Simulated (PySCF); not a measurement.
# F3H2LaO (La(F)3(H2O)): the cost of one run

Computed with PySCF 2.14.0. Level: several levels, as the steps say, no spin–orbit coupling.

1 further run of the same task is left out (for a known fault of the program).

## Step 1: The system as given

7 atoms, charge 0, spin multiplicity 1.

Bond lengths: La1–F2 2.144 Å, La1–F3 2.140 Å, La1–F4 2.144 Å, La1–O5 2.599 Å, O5–H6 0.965 Å, O5–H7 0.965 Å. Angles: F2–La1–F3 115.6°, F2–La1–F4 117.7°, F2–La1–O5 100.6°, F3–La1–F4 115.6°, F3–La1–O5 102.3°, F4–La1–O5 100.6°, La1–O5–H6 127.0°, La1–O5–H7 127.0°, H6–O5–H7 106.0°.

As a file:

```
La    0.10117   -0.10115    0.10115
F     1.17644    1.38705    1.20753
F    -1.35054   -1.21299    1.21299
F     1.17644   -1.20753   -1.38705
O    -1.39082    1.40381   -1.40381
H    -1.72870    2.28301   -1.19243
H    -1.72870    1.19243   -2.28301
```

Formal oxidation states: La +3. The 4f shell is empty and lies in the core potential. An earlier session relaxed this geometry at PBE0, La lcecp-1-SVP with ECP46, F def2-SVP, O def2-SVP, H def2-SVP (singlet, point group Cs).

At PBE0 on the finer grid: E = -407.156071 Eh, HOMO -9.05 eV, LUMO -1.17 eV, Mulliken charge on La1 +1.31 e, largest force component 0.013 eV/Å. The large-core potential holds the 4f shell empty.

Levels to run: TPSSh; r2SCAN; PBE0, TZVP. Hardware: 2 threads of Arm Neoverse V1, shared host.

## Step 2: TPSSh

The input, run.py (the lines that set the calculation):

```python
mol = gto.M(atom='''
La     0.10117    -0.10115     0.10115
F      1.17644     1.38705     1.20753
F     -1.35054    -1.21299     1.21299
F      1.17644    -1.20753    -1.38705
O     -1.39082     1.40381    -1.40381
H     -1.72870     2.28301    -1.19243
H     -1.72870     1.19243    -2.28301''',
    basis={'La': 'lcecp-1-SVP', 'F': 'def2-SVP', 'O': 'def2-SVP', 'H': 'def2-SVP'},
    ecp={'La': 'lcecp-1-SVP'},
    charge=0, spin=0)
mf = dft.RKS(mol, xc='TPSSH')
mf.grids.atom_grid = (75, 302)  # f atoms: unpruned, at least (60, 302)
mf = mf.density_fit()  # fitting sets: La AutoAux, F def2-universal-JKFIT, O def2-universal-JKFIT, H def2-universal-JKFIT
mf.conv_tol = 1e-08; mf.max_cycle = 55
mf.kernel(dm0)  # dm0: the density of the relaxed state
```

Run with:

```sh
OMP_NUM_THREADS=2 python run.py
```

**Question.** How long does this run take on 2 threads of Arm Neoverse V1, shared host?

About 12 s.
